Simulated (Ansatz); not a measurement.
## TaSi₂, space group P6_422: a band structure, step by step

Computed with Ansatz's Python interface.

Notebook, run cell by cell (the value of a cell's last expression is shown):

In [1]:
```python
from pathlib import Path

import ansatz as az
import matplotlib.pyplot as plt
import numpy as np
from pymatgen.core import Lattice, Structure
from pymatgen.io.ase import AseAtomsAdaptor
```

In [2]:
```python
pmg_structure = Structure(
    Lattice([(4.7839, 0.0, 0.0), (-2.39195, 4.14297893, 0.0), (0.0, 0.0, 6.57)]),
    ["Ta", "Ta", "Ta", "Si", "Si", "Si", "Si", "Si", "Si"],
    [
        (0.5, 0.0, 0.0),
        (0.5, 0.5, 2 / 3),
        (0.0, 0.5, 1 / 3),
        (0.15897, 0.31794, 0.0),
        (0.84103, 0.15897, 2 / 3),
        (0.68206, 0.84103, 1 / 3),
        (0.84103, 0.68206, 0.0),
        (0.15897, 0.84103, 2 / 3),
        (0.31794, 0.15897, 1 / 3),
    ],
)
system = az.Crystal.from_ase(AseAtomsAdaptor.get_atoms(pmg_structure))

path = [
    ("G", (0.0, 0.0, 0.0)),
    ("M", (0.5, 0.0, 0.0)),
    ("K", (0.33333, 0.33333, 0.0)),
    ("G", (0.0, 0.0, 0.0)),
    ("A", (0.0, 0.0, 0.5)),
    ("L", (0.5, 0.0, 0.5)),
    ("H", (0.33333, 0.33333, 0.5)),
    ("A", (0.0, 0.0, 0.5)),
]
job = (
    system.calculation()
    .occupations("cold", width=0.1)
    .pseudopotentials("paw")
    .kpoints(5, 5, 3)
    .functional(az.Functional.R2SCAN)
    .band_structure([point for _, point in path], intervals=6)
    .scf(extra_bands=8)
    .forces()
)
session = job.session()
planned = session.plan(threads=1)
result = planned.execute()
summary = result.report
```
```text
DeckWarning: basis.ecutwfc = 500 eV, auto-derived from the records' recommended cutoffs: set by Ta (their level for a meta-GGA)
```

In [3]:
```python
result.lattice.cell_ang
```
Out [3]:
```text
array([[ 4.7839    ,  0.        ,  0.        ],
       [-2.39195   ,  4.14297893,  0.        ],
       [ 0.        ,  0.        ,  6.57      ]])
```

In [4]:
```python
energy = summary["free_energy_ev"]
print("F of the TaSi2 cell: {:.6f} eV = {:.6f} Ry = {:.6f} Ha".format(energy, energy / 13.605693, energy / 27.211386))
print("Fermi level {:.4f} eV, {} k-points, {} symmetry operations".format(summary["fermi_energy_ev"], summary["n_kpoints"], summary["n_symmetry_ops"]))
```
```text
F of the TaSi2 cell: -33671.439428 eV = -2474.805174 Ry = -1237.402587 Ha
Fermi level 15.2035 eV, 10 k-points, 12 symmetry operations
```

In [5]:
```python
print("forces (eV/A)")
for site, force in zip(result.lattice.sites, summary["forces_ev_ang"]):
    print(f"  {site.symbol:2s} {force[0]:9.4f} {force[1]:9.4f} {force[2]:9.4f}")
```
```text
forces (eV/A)
  Ta    0.0000    0.0000   -0.0000
  Ta    0.0000    0.0000    0.0000
  Ta    0.0000    0.0000   -0.0000
  Si    0.0000   -0.1001   -0.0000
  Si    0.0867   -0.0500    0.0000
  Si    0.0867    0.0500   -0.0000
  Si   -0.0000    0.1001   -0.0000
  Si   -0.0867    0.0500    0.0000
  Si   -0.0867   -0.0500   -0.0000
```

In [6]:
```python
lines = ["| quantity | value |", "|---|---|"]
lines.append(f"| free energy per atom | {summary['free_energy_ev'] / len(result.lattice.sites):.4f} eV |")
lines.append(f"| Fermi level | {summary['fermi_energy_ev']:.3f} eV |")
lines.append(f"| volume per atom | {summary['setup']['cell_volume_ang3'] / len(result.lattice.sites):.3f} A^3 |")
lines.append(f"| valence electrons | {summary['n_electrons']:g} |")
Path("summary.md").write_text("\n".join(lines) + "\n")
```
Out [6]:
```text
160
```

In [7]:
```python
bands = result.band_structure()
fermi = bands.fermi_energy_ev
print(f"zero of the bands: {fermi:.3f} eV, the Fermi level found on the SCF mesh")
reciprocal = 2 * np.pi * np.linalg.inv(result.lattice.cell_ang).T
steps = np.linalg.norm(np.diff(bands.kpoints_frac @ reciprocal, axis=0), axis=1)
distance = np.concatenate([[0], np.cumsum(steps)])
fig, ax = plt.subplots(figsize=(5, 4))
for channel, colour in zip(bands.channels, ("C0", "C3")):
    ax.plot(distance, channel.eigenvalues_ev - fermi, colour, lw=1)
ax.set_xticks(distance[::6], [label for label, _ in path])
ax.set(ylim=(-4, 4), ylabel="E - E_F (eV)", xlim=(0, distance[-1]))
ax.grid(axis="x")
fig.savefig("bands.png", dpi=100)
first = bands.channels[0].eigenvalues_ev - fermi
near = np.argsort(np.abs(first.mean(axis=0)))[:4]
for band in sorted(near):
    print(f"band {band + 1}: {first[:, band].min():.3f} to {first[:, band].max():.3f} eV")
```
```text
zero of the bands: 15.204 eV, the Fermi level found on the SCF mesh
band 30: -2.374 to -0.460 eV
band 31: -2.374 to 0.338 eV
band 32: -1.812 to 1.225 eV
band 33: 0.170 to 1.790 eV
```

It writes `summary.md`:
```text
| quantity | value |
|---|---|
| free energy per atom | -3741.2710 eV |
| Fermi level | 15.204 eV |
| volume per atom | 14.468 A^3 |
| valence electrons | 63 |
```

Caveats:
- Total energies depend on the potentials; only differences at equal settings carry meaning.
- The run is spin-unpolarised.
- The computed bands are complete only to about 3.5 eV above the Fermi level.
- The mesh is modest for a metal, so energies can be off by several to tens of meV an atom and pressures by half a GPa or more; differences at equal mesh fare better.
- The zero of the levels is a convention of the potentials, so an absolute Fermi energy is no work function.
- The structure is a deposited one; some such entries were measured under pressure or heat, so a shift against it needn't be the functional's error alone.
- Gaps and levels are Kohn-Sham values on a finite set of k-points, without spin-orbit coupling.
- Warnings are shown shortened and without file and line.
- Finished in 36 s on 1 thread of Arm Neoverse V1, with other jobs on the host, peak memory 0.73 GiB.
